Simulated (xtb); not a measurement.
# One shape, several levels: CH4ClFGe (SMILES F[CH](Cl)[GeH3])

We compute a comparison of 3 runs (GFN-FF, GFN0-xTB, GFN1-xTB) of CH4ClFGe. 

The calculation is run with xtb 6.7.1.

1 further run of the same task is left out (set aside as unsound or not needed).

## Step 1: Starting point

CH4ClFGe has 8 atoms, charge 0, and is taken as a singlet. SMILES: `F[CH](Cl)[GeH3]`. The shape was relaxed beforehand at GFN2-xTB.

Bond lengths: F1–C2 1.365 Å, C2–Cl3 1.776 Å, C2–Ge4 1.990 Å, C2–H5 1.092 Å, Ge4–H6 1.494 Å, Ge4–H7 1.486 Å, Ge4–H8 1.488 Å. Some angles: F1–C2–Cl3 108.8°, F1–C2–Ge4 109.8°, Cl3–C2–Ge4 106.3°, F1–C2–H5 106.7°, Cl3–C2–H5 107.5°, Ge4–C2–H5 117.5°, C2–Ge4–H6 109.6°, C2–Ge4–H7 106.8°, C2–Ge4–H8 107.6°, H6–Ge4–H7 110.7°.

## Step 2: Energy and gradient at GFN-FF (run 1)

The input, struc.tmol:

```
$coord
      2.248490629386     -1.319444574736      2.586846092000  f
      1.779422810731      0.222307381301      0.573815337743  c
      3.523583331977     -0.886961853854     -2.069117825636  cl
     -1.849021423901     -0.002267671350     -0.388357615872  ge
      2.519571841964      2.084613579858      1.066939369964  h
     -3.454702814735      0.815435720037      1.784052639737  h
     -2.352520052547     -2.687360624569     -1.040747765876  h
     -2.240780546797      1.665963654209     -2.618858052551  h
$end
```

The run is started by

```bash
$ xtb struc.tmol --grad --gff -c 0 > struc.out 2> xtb.err
```

Output:

```text
* xtb version 6.7.1
[...]
         ::                     SUMMARY                     ::
         :::::::::::::::::::::::::::::::::::::::::::::::::::::
         :: total energy              -0.693987423647 Eh    ::
         :: gradient norm              0.050245130165 Eh/a0 ::
         ::.................................................::
         :: bond energy               -0.713551952593 Eh    ::
         :: angle energy               0.025128111089 Eh    ::
         :: torsion energy             0.000002057726 Eh    ::
         :: repulsion energy           0.030500196459 Eh    ::
         :: electrostat energy        -0.032622942632 Eh    ::
         :: dispersion energy         -0.003349122833 Eh    ::
         :: HB energy                  0.000000000000 Eh    ::
         :: XB energy                  0.000000000000 Eh    ::
         :: bonded atm energy         -0.000093770864 Eh    ::
         :: external energy            0.000000000000 Eh    ::
         :: add. restraining           0.000000000000 Eh    ::
         :: total charge               0.000000000000 e     ::
[...]
molecular dipole:
                 x           y           z       tot (Debye)
 q only:       -1.137       0.610      -0.480       3.499
           -------------------------------------------------
          | TOTAL ENERGY               -0.693987423647 Eh   |
          | GRADIENT NORM               0.050245130165 Eh/α |
           -------------------------------------------------
########################################################################
[WARNING] Runtime exception occurred
-1- gfnff_setup: Could not read topology file.
########################################################################
[...]
```

Standard error:

```text
normal termination of xtb
```

Run time: 0.026 s. Hardware: 1 thread of Intel Xeon Platinum 8259CL at 2.50GHz (Skylake/Cascade Lake), shared host.

## Step 3: Energy and forces at GFN0-xTB (run 2)

The input, geom.xyz:

```xyz
8

F      1.18985000    -0.69822000     1.36890000
C      0.94163000     0.11764000     0.30365000
Cl     1.86460000    -0.46936000    -1.09493000
Ge    -0.97846000    -0.00120000    -0.20551000
H      1.33330000     1.10313000     0.56460000
H     -1.82815000     0.43151000     0.94408000
H     -1.24490000    -1.42209000    -0.55074000
H     -1.18577000     0.88159000    -1.38584000
```

The run is started by

```bash
$ xtb --gfn0 --grad -- geom.xyz > geom.out 2> xtb.err
```

Output:

```text
* xtb version 6.7.1
[...]
          :  # basis functions                  36          :
[...]
          :  # electrons                        26          :
[...]
 Zeroth order Hamiltonian       ...        0 min,  0.000 sec ( 11.879%)
[...]
         ::                     SUMMARY                     ::
         :::::::::::::::::::::::::::::::::::::::::::::::::::::
         :: total energy             -14.569254852293 Eh    ::
         :: gradient norm              0.029269548964 Eh/a0 ::
         :: HOMO-LUMO gap              5.227764833853 eV    ::
         ::.................................................::
         :: H0 energy                -14.514892808491 Eh    ::
         :: repulsion energy           0.072548001471 Eh    ::
         :: electrostat energy        -0.112479047408 Eh    ::
         :: -> Gsolv                   0.000000000000 Eh    ::
         ::    -> Gsasa                0.000000000000 Eh    ::
         ::    -> Gshift               0.000000000000 Eh    ::
         :: dispersion energy         -0.001792340081 Eh    ::
         :: short-range corr.         -0.012638657784 Eh    ::
         :: add. restraining           0.000000000000 Eh    ::
         :: total charge              -0.000000000000 e     ::
         :::::::::::::::::::::::::::::::::::::::::::::::::::::
[...]
        13        2.0000           -0.4093440             -11.1388 (HOMO)
        14                         -0.2172271              -5.9111 (LUMO)
[...]
          | TOTAL ENERGY              -14.569254852293 Eh   |
          | GRADIENT NORM               0.029269548964 Eh/α |
          | HOMO-LUMO GAP               5.227764833853 eV   |
           -------------------------------------------------
[...]
```

Standard error:

```text
normal termination of xtb
```

It took 0.039 s on 1 thread of Intel Xeon Platinum 8259CL at 2.50GHz (Skylake/Cascade Lake), shared host.

## Step 4: Energy and gradient at GFN1-xTB (run 3)

The input, xtb.inp:

```
$chrg 0
$spin 0
$end
```

The input, coord:

```
$coord
      2.248490629386     -1.319444574736      2.586846092000  f
      1.779422810731      0.222307381301      0.573815337743  c
      3.523583331977     -0.886961853854     -2.069117825636  cl
     -1.849021423901     -0.002267671350     -0.388357615872  ge
      2.519571841964      2.084613579858      1.066939369964  h
     -3.454702814735      0.815435720037      1.784052639737  h
     -2.352520052547     -2.687360624569     -1.040747765876  h
     -2.240780546797      1.665963654209     -2.618858052551  h
$end
```

The run is started by

```bash
$ xtb --grad --json --input xtb.inp --gfn 1 -- coord > run.log
```

Output:

```text
* xtb version 6.7.1
[...]
          :  # basis functions                  36          :
[...]
          :  # electrons                        26          :
[...]
          :  Hamiltonian                  GFN1-xTB          :
[...]
          :  net charge                          0          :
          :  unpaired electrons                  0          :
[...]
   *** convergence criteria satisfied after 11 iterations ***
[...]
         ::                     SUMMARY                     ::
         :::::::::::::::::::::::::::::::::::::::::::::::::::::
         :: total energy             -15.317284390352 Eh    ::
         :: gradient norm              0.011396737939 Eh/a0 ::
         :: HOMO-LUMO gap              5.250857808792 eV    ::
         ::.................................................::
         :: SCC energy               -15.374957836402 Eh    ::
         :: -> electrostatic           0.036302431718 Eh    ::
         :: repulsion energy           0.060078597742 Eh    ::
         :: dispersion energy         -0.002405151692 Eh    ::
         :: halogen bond corr.         0.000000000000 Eh    ::
         :: add. restraining           0.000000000000 Eh    ::
         :: total charge              -0.000000000000 e     ::
         :::::::::::::::::::::::::::::::::::::::::::::::::::::
[...]
        13        2.0000           -0.4469762             -12.1628 (HOMO)
        14                         -0.2540107              -6.9120 (LUMO)
[...]
          | TOTAL ENERGY              -15.317284390352 Eh   |
          | GRADIENT NORM               0.011396737939 Eh/α |
          | HOMO-LUMO GAP               5.250857808792 eV   |
           -------------------------------------------------
[...]
```

Standard error:

```text
normal termination of xtb
```

Run time: 0.072 s. Hardware: 1 thread of Intel Xeon Platinum 8259CL at 2.50GHz (Skylake/Cascade Lake), shared host.

## Step 5: The series

```
run     level  energy (Eh)  dipole moment (D)  dispersion energy (kJ/mol)  largest force (eV/Å)  wall time
  1    GFN-FF    -0.693987               3.50                       -8.79                 1.352    0.026 s
  2  GFN0-xTB   -14.569255               1.94                       -4.71                 0.982    0.039 s
  3  GFN1-xTB   -15.317284               1.89                       -6.31                 0.399    0.072 s
```

## Step 6: Results

| quantity | value |
| --- | --- |
| run 3: total energy | -15.31728 Eh |
| run 3: dipole moment | 1.89 D |
| run 3: HOMO energy | -12.16 eV |
| run 3: LUMO energy | -6.91 eV |
| run 3: HOMO–LUMO gap | 5.25 eV |
| run 3: dispersion energy | -6.31 kJ/mol |
| run 3: largest force on an atom | 0.399 eV/Å |

**Reading.** The dipole moment (its size) runs from 1.89 D (GFN1-xTB) to 3.50 D (GFN-FF). Force-field and semi-empirical energies have zeros of their own, so their totals don't compare. All runs together took 0.14 s, the longest 0.072 s.
